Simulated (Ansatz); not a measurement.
# C₂H₄FNSi: one species, many methods

One table from this session's results is given with a row withheld; the runs are named, their logs left out.

Method: functionals in def2-TZVPP, the program's frozen cores in correlated methods; program: Ansatz 0.2.0, Gaussian basis.

The runs, in order: LDA (SPW92), PBE-D4, revPBE-D4, BLYP-D4, r2SCAN-D4, B97M-V, PBE0-D4, B3LYP-D4, r2SCANh-D4, r2SCAN0-D4, HSE06-D4, BHLYP-D4, CAM-B3LYP-D4, LC-ωPBE, ωB97X-V, ωB97M-V, B2PLYP, PBE-QIDH; CCSD(T)/def2-SVP; CCSD(T)/def2-TZVPP; MP2/def2-QZVPP; extrapolation to the limit; RPA on PBE.

### The relaxed structure

An earlier PBE0-D4 in a triple-zeta def2 set relaxation fixed the geometry.

SMILES `C[SiH]1N=C1F`, 9 atoms, charge 0, spin multiplicity 1.

Atoms are counted from 1 here; the program's logs count them from 0.

Bond lengths: C1–Si2 1.849 Å, C1–H6 1.091 Å, C1–H7 1.093 Å, C1–H8 1.094 Å, Si2–N3 1.799 Å, Si2–C4 1.768 Å, Si2–H9 1.480 Å, N3–C4 1.262 Å, C4–F5 1.318 Å. Angles: Si2–C1–H6 110.8°, Si2–C1–H7 110.7°, Si2–C1–H8 110.0°, H6–C1–H7 108.8°, H6–C1–H8 108.8°, H7–C1–H8 107.7°, C1–Si2–N3 120.3°, C1–Si2–C4 124.4°, C1–Si2–H9 113.5°, N3–Si2–C4 41.4°, N3–Si2–H9 117.3°, C4–Si2–H9 120.2°, Si2–N3–C4 68.0°, Si2–C4–N3 70.6°, Si2–C4–F5 161.4°, N3–C4–F5 128.0°.

Set-up of the first run:

in.yaml

```yaml
crystal:
  periodic: [false, false, false]
  atoms:
    - {symbol: C, position_ang: [-1.308535, -0.474719, -0.245279]}
    - {symbol: Si, position_ang: [0.238837, 0.106947, 0.583510]}
    - {symbol: N, position_ang: [1.843518, -0.493201, 0.034616]}
    - {symbol: C, position_ang: [1.660838, 0.717569, -0.271163]}
    - {symbol: F, position_ang: [2.477339, 1.523306, -0.920949]}
    - {symbol: H, position_ang: [-1.136834, -0.647016, -1.308580]}
    - {symbol: H, position_ang: [-2.107510, 0.262345, -0.131652]}
    - {symbol: H, position_ang: [-1.649779, -1.407776, 0.211683]}
    - {symbol: H, position_ang: [0.070726, 0.366245, 2.030615]}
basis:
  gaussian: {orbitals: def2-TZVPP}
hamiltonian: {xc: lda}
output: {orbitals: {seedname: orbitals}}
```

Command:

```bash
$ ansatz run in.yaml --threads 2 --pin off --events-out ev --progress --plain --max-ram 4352MiB
```

Steps of the session up to this table: LDA; PBE-D4 (GGA); revPBE-D4 (GGA); BLYP-D4 (GGA); r2SCAN-D4 (meta-GGA); B97M-V (meta-GGA); B3LYP-D4 (hybrid); r2SCANh-D4 (hybrid); r2SCAN0-D4 (hybrid); HSE06-D4 (hybrid); BHLYP-D4 (hybrid); CAM-B3LYP-D4 (range-separated); LC-ωPBE (range-separated); ωB97X-V (range-separated); ωB97M-V (range-separated); B2PLYP (double hybrid); PBE-QIDH (double hybrid).

One table of the session follows, with a row left open; its other results are not shown here.

It belongs to the step «Frontier levels by functional». 

| functional | HOMO (eV) | gap (eV) |
| --- | --- | --- |
| LDA (SPW92) | -6.12 | 4.45 |
| PBE-D4 | -5.94 | 4.52 |
| revPBE-D4 | -5.87 | 4.55 |
| BLYP-D4 | -5.83 | 4.54 |
| r2SCAN-D4 | -6.17 | 5.00 |
| B97M-V | -6.23 | 5.09 |
| PBE0-D4 | -7.23 | 6.73 |
| B3LYP-D4 | -7.03 | 6.29 |
| r2SCANh-D4 | -6.66 | 5.85 |
| r2SCAN0-D4 | ? | ? |
| HSE06-D4 | -6.83 | 5.95 |
| BHLYP-D4 | -8.47 | 8.84 |
| CAM-B3LYP-D4 | -8.63 | 9.13 |
| LC-ωPBE | -9.93 | 11.61 |
| ωB97X-V | -9.59 | 11.14 |
| ωB97M-V | -9.49 | 10.78 |

Q: Estimate the row for r2SCAN0-D4 from the others.

Worked estimate for «HOMO (eV)». Against the share of exact exchange, r2SCAN-D4 (0, -6.17), r2SCANh-D4 (0.1, -6.66) give a slope of -4.90 per unit share; at 0.25 the line stands at -7.39.

**Answer.** HOMO (eV): -7.40; gap (eV): 7.05. In «HOMO (eV)» the line misses by +0.01.
